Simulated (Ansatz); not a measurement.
Working through an atomisation energy of B2FH3N, SMILES B[N]BF

With Ansatz 0.2.0 through its Python package.

Run as a notebook:

**Cell 1**
```python
from collections import Counter

import ansatz as az
from ase import Atoms
```

**Cell 2**
```python
def single_point(molecule, charge=0, unpaired=0):
    calc = (
        molecule.calculation()
        .basis(gaussian="6-31G*")
        .functional("r2scan0")
    )
    if charge:
        calc = calc.charge(charge)
    if unpaired:
        calc = calc.spin("collinear", total=unpaired)
    return calc.run(threads=1).report["free_energy_ev"]
```

**Cell 3**
```python
atoms = Atoms(["B", "N", "B", "F", "H", "H", "H"], positions=[
    (1.2119, -0.0493, -0.2684),
    (0.1854, -0.302, 0.8288),
    (-1.1994, 0.0147, 0.2772),
    (-1.4904, 1.344, -0.2137),
    (2.3209, 0.2063, 0.047),
    (1.0823, -0.5759, -1.3202),
    (-2.1107, -0.6379, 0.6493),
])
system = az.Crystal.molecule_from_ase(atoms)
```

**Cell 4**
```python
# unpaired electrons of the ground-state atoms
unpaired = {"B": 1, "N": 3, "F": 1, "H": 1}
counts = Counter(site.symbol for site in system.cartesian_sites)
atom_energy = {s: single_point(az.Crystal.molecule().atom(s, (0, 0, 0)), 0, unpaired[s]) for s in counts}
whole = single_point(system, 0, 1)
for s, e in atom_energy.items():
    print(f"{s:2s} x{counts[s]}  {e:14.5f} eV")
print(f"B2FH3N: {whole:.5f} eV")
split = sum(counts[s] * e for s, e in atom_energy.items()) - whole
print(f"atomisation energy (no zero-point term): {split:.3f} eV, {split / sum(counts.values()):.3f} eV an atom")
```
Output:
```text
B  x2      -670.20349 eV
N  x1     -1484.73425 eV
F  x1     -2712.16359 eV
H  x3       -13.55743 eV
B2FH3N: -5603.97932 eV
atomisation energy (no zero-point term): 26.002 eV, 3.715 eV an atom
```

26.002 eV from the electronic energies, without the zero-point term.

Total energies depend on the basis set; only differences at equal settings carry meaning. The geometry is a force-field or estimated start, not a minimum of this method, and the basis set is short of its limit. All parts are taken at fixed geometry, without zero-point energy. The species is open-shell (spin multiplicity 2). Run time: 8.7 s on 1 thread of Arm Neoverse V2, on a shared host, peak memory 0.25 GiB.

(Lines on the test bed's own set-up are left out of the output.)
